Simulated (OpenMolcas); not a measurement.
**A workflow on CH5FOSn (SMILES C[O][SnH2][F])**

Aim: a single-point energy (HF/ANO-RCC-MB), then the energy (CASSCF(2,2)/ANO-RCC-VDZP), then an energy scan (CASPT2(2,2)/ANO-RCC-VDZP), then an energy scan (SC-NEVPT2(2,2)/ANO-RCC-VDZP), then the energy along one coordinate (MC-PDFT[tPBE](2,2)/ANO-RCC-VDZP) of CH5FOSn. 

The results are computed with OpenMolcas 26.06.

## (1) Starting point

CH5FOSn: 9 atoms, total charge 0, spin state singlet. SMILES: `C[O][SnH2][F]`. The coordinates come from a PBE0-D4/def2-TZVP relaxation. This is one conformer, not always the lowest.

Bond lengths: C1–O2 1.409 Å, O2–Sn3 1.945 Å, Sn3–F4 1.923 Å, C1–H5 1.093 Å, C1–H6 1.099 Å, C1–H7 1.096 Å, Sn3–H8 1.701 Å, Sn3–H9 1.692 Å. Some angles: C1–O2–Sn3 120.6°, O2–Sn3–F4 105.1°, O2–C1–H5 108.0°, O2–C1–H6 112.6°, O2–C1–H7 111.9°, O2–Sn3–H8 110.5°, O2–Sn3–H9 106.7°, F4–Sn3–H8 104.5°, F4–Sn3–H9 107.3°, H5–C1–H6 107.7°.

## (2) The energy at HF/ANO-RCC-MB (DKH2) (run 1)

File mol.xyz:

```xyz
9

C      0.518500     1.372900     0.070100
O      0.868000     0.081800    -0.373800
Sn    -0.399500    -1.388400    -0.243800
F     -0.697400    -1.629400     1.640500
H      1.313300     2.060500    -0.231100
H     -0.420600     1.731700    -0.373400
H      0.422100     1.418200     1.160900
H     -1.916000    -0.924300    -0.859900
H      0.399900    -2.769100    -0.806400
```

File step1.input:

```
&GATEWAY
  Coord = mol.xyz
  Basis = ANO-RCC-MB
  Group = NoSym

&SEWARD

&SCF
  PrOrbitals = 0

&LOCALISATION
  Occupied
  Freeze
  Pipek-Mezey

&LOCALISATION
  FileOrb = $Project.LocOrb
  Virtual
  Pipek-Mezey
```

Launch:

```
$ export MOLCAS_MEM=1860
$ pymolcas step1.input > step1.log
```

Log:

```text
--- Start Module: gateway ---
[...]
--- Stop Module: gateway /rc=_RC_ALL_IS_WELL_ ---
[...]
      Basis functions           47
[...]
       Convergence after  10 Iterations
[...]
::    Total SCF energy                              -6387.4751716955
[...]
      Total spin, S                                     0.0000000000
[...]
      Total electronic charge=   78.000000
      Total            charge=   -0.000000
[...]
      Dipole Moment (debye):
      Origin of the operator (angstrom)=   -0.2399   -1.0360   -0.0251
                   X= -1.1652E+00               Y=  4.8553E-02               Z= -2.1921E+00           Total=  2.4830E+00
      Quadrupole Moment (debye*angstrom):
[...]
--- Start Module: localisation ---
[...]
--- Stop Module: localisation /rc=_RC_ALL_IS_WELL_ ---
--- Start Module: localisation ---
[...]
--- Stop Module: localisation /rc=_RC_ALL_IS_WELL_ ---
[...]
```

It took 13 s on 1 thread of Intel Xeon Platinum 8259CL at 2.50GHz (Skylake/Cascade Lake), shared host; peak memory 0.41 GiB.

## (3) A single-point energy at CASSCF(2,2)/ANO-RCC-VDZP (DKH2, RICD fitting) (run 2)

mol.xyz is that of step 2.

File step2.input:

```
&GATEWAY
  Coord
  mol.xyz
  Basis
  ANO-RCC-MB
  Group
  NoSym

&SEWARD

&RASSCF
  FileOrb
  $CurrDir/step1.LocOrb
  Alter
  2
  1 32 39
  1 40 47
  Spin
  1
  Nactel
  2 0 0
  Inactive
  38
  Ras2
  2
  OrbListing
  Nothing
>>> COPY $Project.RunFile RUNFIL1
>>> COPY $Project.RasOrb INPORB

&GATEWAY
  Coord
  mol.xyz
  Basis
  ANO-RCC-VDZP
  Group
  NoSym
  RICD

&SEWARD
>>> COPY $Project.RunFile RUNFIL2

&EXPBAS

&RASSCF
  FileOrb
  $Project.ExpOrb
  Spin
  1
  Nactel
  2 0 0
  Inactive
  38
  Ras2
  2
  OrbListing
  Nothing
```

Launch:

```
$ export MOLCAS_MEM=1860
$ pymolcas step2.input > step2.log
```

Log:

```text
--- Start Module: gateway ---
[...]
--- Stop Module: gateway /rc=_RC_ALL_IS_WELL_ ---
[...]
      Basis functions           47
[...]
      Number of active orbitals                  2
[...]
      Spin quantum number                      0.0
[...]
      Active orbitals                            2
[...]
      Number of CSFs                             3
[...]
      Number of root(s) required                 1
[...]
      Convergence after 10 iterations
[...]
      printout of CI-coefficients larger than  0.05 for root  1
      energy=   -6387.489580
      conf/sym  11     Coeff  Weight
             1  20   0.99543 0.99088
             3  02  -0.09551 0.00912
      Natural orbitals and occupation numbers for root  1
      sym 1:   1.981754   0.018246
      ************************************************************************************************************************
      *                                                    Final results                                                     *
[...]
::    RASSCF root number  1 Total energy:  -6387.48957966
[...]
      Basis functions          110
[...]
--- Start Module: expbas ---
[...]
--- Stop Module: expbas /rc=_RC_ALL_IS_WELL_ ---
--- Start Module: rasscf ---
[...]
      Convergence after 14 iterations
[...]
      Natural orbitals and occupation numbers for root  1
      sym 1:   1.981960   0.018040
      ************************************************************************************************************************
      *                                                    Final results                                                     *
[...]
::    RASSCF root number  1 Total energy:  -6387.79203677
[...]
      Total electronic charge=   78.000000
      Total            charge=   -0.000000
[...]
      Dipole Moment (debye):
      Origin of the operator (angstrom)=   -0.2399   -1.0360   -0.0251
                   X= -1.1996E+00               Y=  1.2641E-01               Z= -2.7937E+00           Total=  3.0429E+00
      Quadrupole Moment (debye*angstrom):
[...]
--- Stop Module: rasscf /rc=_RC_ALL_IS_WELL_ ---
[...]
```

It took 49 s on 1 thread of Intel Xeon Platinum 8259CL at 2.50GHz (Skylake/Cascade Lake), shared host; peak memory 0.41 GiB.

## (4) An energy scan at CASPT2(2,2)/ANO-RCC-VDZP (DKH2, RICD fitting, ipea shift 0.25 Eh, pt2 variant SS) (run 3)

File step3.input:

```
>>> EXPORT MOLCAS_PRINT=2
>>> COPY $CurrDir/step2.RasOrb $Project.RasOrb
>>> ForEach K in (1, 2, 3, 4, 5, 6, 7, 8, 9)

&GATEWAY
  Coord
  $CurrDir/point$K.xyz
  Basis
  ANO-RCC-VDZP
  Group
  NoSym
  RICD

&SEWARD

&RASSCF
  FileOrb
  $Project.RasOrb
  Spin
  1
  Nactel
  2 0 0
  Inactive
  38
  Ras2
  2
  OrbListing
  Nothing

&CASPT2
  Imaginary
  0.2
  Frozen
  21
>>> EndDo
```

Launch:

```
$ export MOLCAS_MEM=1860
$ pymolcas step3.input > step3.log
```

Log, cut to the lines that bear on the results:

```text
[...]
      Basis functions          110
[...]
      Number of active orbitals                  2
[...]
      Spin quantum number                      0.0
[...]
      Active orbitals                            2
[...]
      Number of CSFs                             3
[...]
      Number of root(s) required                 1
[...]
      Convergence after  9 iterations
[...]
      Natural orbitals and occupation numbers for root  1
      sym 1:   1.987492   0.012508
      ************************************************************************************************************************
      *                                                    Final results                                                     *
[...]
::    RASSCF root number  1 Total energy:  -6387.78129430
[...]
      E2 (Variational):          -0.9500341823
[...]
::    CASPT2 Root  1     Total energy:  -6388.73132848
[...]
      Convergence after  9 iterations
[...]
      Natural orbitals and occupation numbers for root  1
      sym 1:   1.981975   0.018025
      ************************************************************************************************************************
      *                                                    Final results                                                     *
[...]
      Convergence after 10 iterations
[...]
      Natural orbitals and occupation numbers for root  1
      sym 1:   1.846385   0.153615
      ************************************************************************************************************************
      *                                                    Final results                                                     *
[...]
      Convergence after 10 iterations
[...]
      Natural orbitals and occupation numbers for root  1
      sym 1:   1.704280   0.295720
      ************************************************************************************************************************
      *                                                    Final results                                                     *
[...]
      Convergence after 10 iterations
[...]
::    RASSCF root number  1 Total energy:  -6387.64366748
[...]
::    CASPT2 Root  1     Total energy:  -6388.58459279
[...]
      Convergence after  9 iterations
[...]
::    RASSCF root number  1 Total energy:  -6387.63435781
[...]
      E2 (Variational):          -0.9390173704
[...]
::    CASPT2 Root  1     Total energy:  -6388.57337518
[...]
```

Run time: 5.7 min. Hardware: 1 thread of Intel Xeon Platinum 8259CL at 2.50GHz (Skylake/Cascade Lake), shared host; peak memory 0.37 GiB.

The scan, from its lowest point:

| H5–C1 (Å) | energy (kJ/mol) |
| --- | --- |
| 0.984 | 26.3 |
| 1.093 | 0.0 |
| 1.203 | 13.7 |
| 1.367 | 68.9 |
| 1.585 | 159.8 |
| 1.859 | 262.6 |
| 2.187 | 349.8 |
| 2.624 | 411.6 |
| 3.280 | 441.0 |

## (5) The energy along one coordinate at SC-NEVPT2(2,2)/ANO-RCC-VDZP (DKH2, RICD fitting, pt2 variant SC-NEVPT2) (run 4)

File step4.inp:

```
>>> COPY $CurrDir/step2.RasOrb $Project.RasOrb
>>> ForEach K in (1, 2, 3, 4, 5, 6, 7, 8, 9)

&GATEWAY
  Coord = $CurrDir/point$K.xyz
  Basis = ANO-RCC-VDZP
  Group = NoSym
  RICD

&SEWARD

&RASSCF
  FileOrb = $Project.RasOrb
  Spin = 1
  Nactel = 2 0 0
  Inactive = 38
  Ras2 = 2
  OrbListing = Nothing

&CASPT2
  SC-NEVPT2
  Frozen = 21
>>> EndDo
```

Launch:

```
$ export MOLCAS_MEM=1860
$ pymolcas step4.inp > step4.log
```

Log, cut to the lines that bear on the results:

```text
[...]
      Basis functions          110
[...]
      Number of active orbitals                  2
[...]
      Spin quantum number                      0.0
[...]
      Active orbitals                            2
[...]
      Number of CSFs                             3
[...]
      Number of root(s) required                 1
[...]
      Convergence after  9 iterations
[...]
      Natural orbitals and occupation numbers for root  1
      sym 1:   1.987492   0.012508
      ************************************************************************************************************************
      *                                                    Final results                                                     *
[...]
::    RASSCF root number  1 Total energy:  -6387.78129430
[...]
      E2 (Variational):          -0.9465498568
[...]
::    SC-NEVPT2 Root  1     Total energy:  -6388.72781095
[...]
      Convergence after  9 iterations
[...]
      Natural orbitals and occupation numbers for root  1
      sym 1:   1.981975   0.018025
      ************************************************************************************************************************
      *                                                    Final results                                                     *
[...]
      Convergence after 10 iterations
[...]
      Natural orbitals and occupation numbers for root  1
      sym 1:   1.846385   0.153615
      ************************************************************************************************************************
      *                                                    Final results                                                     *
[...]
      Convergence after 10 iterations
[...]
      Natural orbitals and occupation numbers for root  1
      sym 1:   1.704280   0.295720
      ************************************************************************************************************************
      *                                                    Final results                                                     *
[...]
      Convergence after 10 iterations
[...]
::    RASSCF root number  1 Total energy:  -6387.64366748
[...]
::    SC-NEVPT2 Root  1     Total energy:  -6388.58115699
[...]
      Convergence after  9 iterations
[...]
::    RASSCF root number  1 Total energy:  -6387.63435781
[...]
      E2 (Variational):          -0.9358168093
[...]
::    SC-NEVPT2 Root  1     Total energy:  -6388.57017462
[...]
```

It took 5.3 min on 1 thread of Intel Xeon Platinum 8259CL at 2.50GHz (Skylake/Cascade Lake), shared host; peak memory 0.37 GiB.

The scan, from its lowest point:

| H5–C1 (Å) | energy (kJ/mol) |
| --- | --- |
| 0.984 | 27.3 |
| 1.093 | 0.0 |
| 1.203 | 12.9 |
| 1.367 | 67.2 |
| 1.585 | 157.9 |
| 1.859 | 261.4 |
| 2.187 | 349.9 |
| 2.624 | 412.3 |
| 3.280 | 441.1 |

## (6) An energy scan at MC-PDFT[tPBE](2,2)/ANO-RCC-VDZP (DKH2, RICD fitting) (run 5)

File step5.input:

```
>>> COPY $CurrDir/step2.RasOrb $Project.RasOrb
>>> ForEach K in (1, 2, 3, 4, 5, 6, 7, 8, 9)

&GATEWAY
 Coord=$CurrDir/point$K.xyz
 Basis=ANO-RCC-VDZP
 Group=NoSym
 RICD

&SEWARD

&RASSCF
 FileOrb=$Project.RasOrb
 Spin=1
 Nactel=2 0 0
 Inactive=38
 Ras2=2
 OrbListing=Nothing

&MCPDFT
 KSDFT=T:PBE
>>> EndDo
```

Launch:

```
$ export MOLCAS_MEM=1860
$ pymolcas step5.input > step5.log
```

Log, cut to the lines that bear on the results:

```text
--- Start Module: gateway ---
[...]
      Basis functions          110
[...]
      Number of active orbitals                  2
[...]
      Spin quantum number                      0.0
[...]
      Active orbitals                            2
[...]
      Number of CSFs                             3
[...]
      Number of root(s) required                 1
[...]
      Convergence after  9 iterations
[...]
      Natural orbitals and occupation numbers for root  1
      sym 1:   1.987492   0.012508
      ************************************************************************************************************************
      *                                                    Final results                                                     *
[...]
::    RASSCF root number  1 Total energy:  -6387.78129430
[...]
::    MCPDFT root number  1 Total energy:  -6390.96261693
[...]
      Convergence after  9 iterations
[...]
      Natural orbitals and occupation numbers for root  1
      sym 1:   1.981975   0.018025
      ************************************************************************************************************************
      *                                                    Final results                                                     *
[...]
      Convergence after 10 iterations
[...]
      Natural orbitals and occupation numbers for root  1
      sym 1:   1.846385   0.153615
      ************************************************************************************************************************
      *                                                    Final results                                                     *
[...]
      Convergence after 10 iterations
[...]
      Natural orbitals and occupation numbers for root  1
      sym 1:   1.704280   0.295720
      ************************************************************************************************************************
      *                                                    Final results                                                     *
[...]
      Convergence after 10 iterations
[...]
::    RASSCF root number  1 Total energy:  -6387.64366748
[...]
::    MCPDFT root number  1 Total energy:  -6390.80728558
[...]
      Convergence after  9 iterations
[...]
::    RASSCF root number  1 Total energy:  -6387.63435781
[...]
      Total electronic charge=   78.000000
      Total            charge=   -0.000000
[...]
::    MCPDFT root number  1 Total energy:  -6390.79507160
[...]
```

Wall time 5.1 min (1 thread of Intel Xeon Platinum 8259CL at 2.50GHz (Skylake/Cascade Lake), shared host); peak memory 0.37 GiB.

The scan, from its lowest point:

| H5–C1 (Å) | energy (kJ/mol) |
| --- | --- |
| 0.984 | 26.6 |
| 1.093 | 0.0 |
| 1.203 | 13.0 |
| 1.367 | 67.3 |
| 1.585 | 158.8 |
| 1.859 | 266.2 |
| 2.187 | 362.5 |
| 2.624 | 434.4 |
| 3.280 | 466.5 |

## (7) Results

```
                                                         quantity           value
                               run 1, HF/ANO-RCC-MB: total energy  -6387.47517 Eh
                              run 1, HF/ANO-RCC-MB: dipole moment          2.48 D
                                run 1, HF/ANO-RCC-MB: HOMO energy       -12.15 eV
                                run 1, HF/ANO-RCC-MB: LUMO energy         3.80 eV
                              run 1, HF/ANO-RCC-MB: HOMO–LUMO gap        15.95 eV
                    run 2, CASSCF(2,2)/ANO-RCC-VDZP: total energy  -6387.79204 Eh
  run 2, CASSCF(2,2)/ANO-RCC-VDZP: dipole moment (CASSCF density)          3.04 D
       run 3, CASPT2(2,2)/ANO-RCC-VDZP: lowest energy of the scan  -6388.74135 Eh
    run 4, SC-NEVPT2(2,2)/ANO-RCC-VDZP: lowest energy of the scan  -6388.73819 Eh
run 5, MC-PDFT[tPBE](2,2)/ANO-RCC-VDZP: lowest energy of the scan  -6390.97276 Eh
```
